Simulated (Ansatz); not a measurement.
# BH4NOSi: the cost of one run

Method: the settings change from run to run; program: Ansatz 0.2.0, Gaussian basis.

## (1) The molecule

The structure was relaxed beforehand with PBE0-D4 in a triple-zeta def2 set.

SMILES `O[SiH]1BN1`, 8 atoms, charge 0, spin multiplicity 1.

Atoms are counted from 1 here; the program's logs count them from 0.

Bond lengths: O1–Si2 1.644 Å, O1–H5 0.958 Å, Si2–B3 1.907 Å, Si2–N4 1.741 Å, Si2–H6 1.485 Å, B3–N4 1.392 Å, B3–H7 1.188 Å, N4–H8 1.011 Å. Angles: Si2–O1–H5 116.9°, O1–Si2–B3 124.0°, O1–Si2–N4 118.0°, O1–Si2–H6 107.8°, B3–Si2–N4 44.6°, B3–Si2–H6 128.1°, N4–Si2–H6 114.0°, Si2–B3–N4 61.4°, Si2–B3–H7 163.8°, N4–B3–H7 134.7°, Si2–N4–B3 74.1°, Si2–N4–H8 150.7°, B3–N4–H8 135.2°.

Geometry (Å):

```xyz
8

O    -0.6434    1.0972   -1.4326
Si    0.0635    0.6503   -0.0172
B     1.1600   -0.8973    0.1847
N    -0.1825   -0.9801    0.5420
H    -1.3374    1.7561   -1.3823
H    -0.2491    1.6905    0.9960
H     2.0688   -1.6629    0.1646
H    -0.7879   -1.7109    0.8891
```

## (2) PBE0/def2-TZVP

This run has charge +1, multiplicity 2, restricted open-shell orbitals, D3(BJ) dispersion.

in.yaml

```yaml
crystal:
  periodic: [false, false, false]
  atoms:
    - {symbol: O, position_ang: [-0.643433, 1.097178, -1.432590]}
    - {symbol: Si, position_ang: [0.063540, 0.650348, -0.017183]}
    - {symbol: B, position_ang: [1.159990, -0.897331, 0.184688]}
    - {symbol: N, position_ang: [-0.182507, -0.980089, 0.541957]}
    - {symbol: H, position_ang: [-1.337360, 1.756132, -1.382259]}
    - {symbol: H, position_ang: [-0.249128, 1.690466, 0.995960]}
    - {symbol: H, position_ang: [2.068834, -1.662894, 0.164557]}
    - {symbol: H, position_ang: [-0.787936, -1.710909, 0.889071]}
basis:
  gaussian: {orbitals: def2-TZVP}
total_charge: 1
magnetization: {spin_polarized: false, initial_magnetization: 1}
hamiltonian: {xc: {name: PBE0}, dispersion: d3bj}
output: {forces: true}
```

On the command line:

```bash
$ ansatz run in.yaml --threads 2 --pin off --events-out ev --progress --plain --max-ram 4352MiB
```

Q: Estimate wall time and peak memory on 2 threads of AMD EPYC 7B13, shared host.

About 5.5 s, with a peak of 0.45 GiB.
